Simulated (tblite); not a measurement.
# C6H12BNO: the cost of one run

Programs: tblite 0.8.0 and PySCF 2.14.0, with density-fitted response routines of our own. Each step states its level of theory. These are calculated values for one molecule in the gas phase, unless marked as measured. Atoms count from 0, in the outputs and in this text.

## Step 1: Starting geometry

21 atoms, charge 0, multiplicity 1; geometry from: force field or distance geometry start.

Bonds of the start (Å): C0–O1 1.38, O1–C2 1.39, C2–C3 1.33, C3–B4 1.56, B4–N5 1.50, N5–C6 1.44, N5–C7 1.40, C7–C8 1.48, C8–C2 1.47, C0–H9 1.10, C0–H10 1.12, C0–H11 1.12, C3–H12 1.08, B4–H13 1.17, C6–H14 1.11, C6–H15 1.10, C6–H16 1.13, C7–H17 1.13, C7–H18 1.12, C8–H19 1.12, C8–H20 1.12.

## Step 2: Optimising the geometry with GFN2-xTB

What the job is given:

```
{"job": {"kind": "relax", "xc": "GFN2-xTB", "basis": "xTB"}, "charge": 0, "multiplicity": 1}
C     -3.225500     0.062800    -0.013400
O     -2.290600    -0.739000     0.605400
C     -0.905900    -0.633100     0.562500
C     -0.339800     0.099200     1.522300
B      1.214800     0.205900     1.454900
N      1.848300     0.076200     0.099000
C      2.425200     1.282400    -0.441100
C      1.158000    -0.662900    -0.875500
C     -0.141700    -1.274900    -0.514900
H     -4.240200    -0.290100     0.236600
H     -3.030300     0.050700    -1.116100
H     -3.160400     1.148300     0.270100
H     -0.941000     0.542700     2.303500
H      1.794000     0.571800     2.408900
H      1.849000     2.203800    -0.213600
H      2.512800     1.240500    -1.534100
H      3.483100     1.316000    -0.057800
H      1.823000    -1.524900    -1.189700
H      0.995800    -0.062900    -1.803300
H     -0.805300    -1.233100    -1.421600
H     -0.032200    -2.362500    -0.282400
```

On the command line:

```
OMP_NUM_THREADS=1 python probes_run.py task.json out
```

One launch serves the whole session: the jobs run in the order shown.

Q: Estimate the wall time and peak memory of this first job on 1 thread of Arm Neoverse N1, shared host.

About 2.4 s, with a peak of 0.18 GiB.
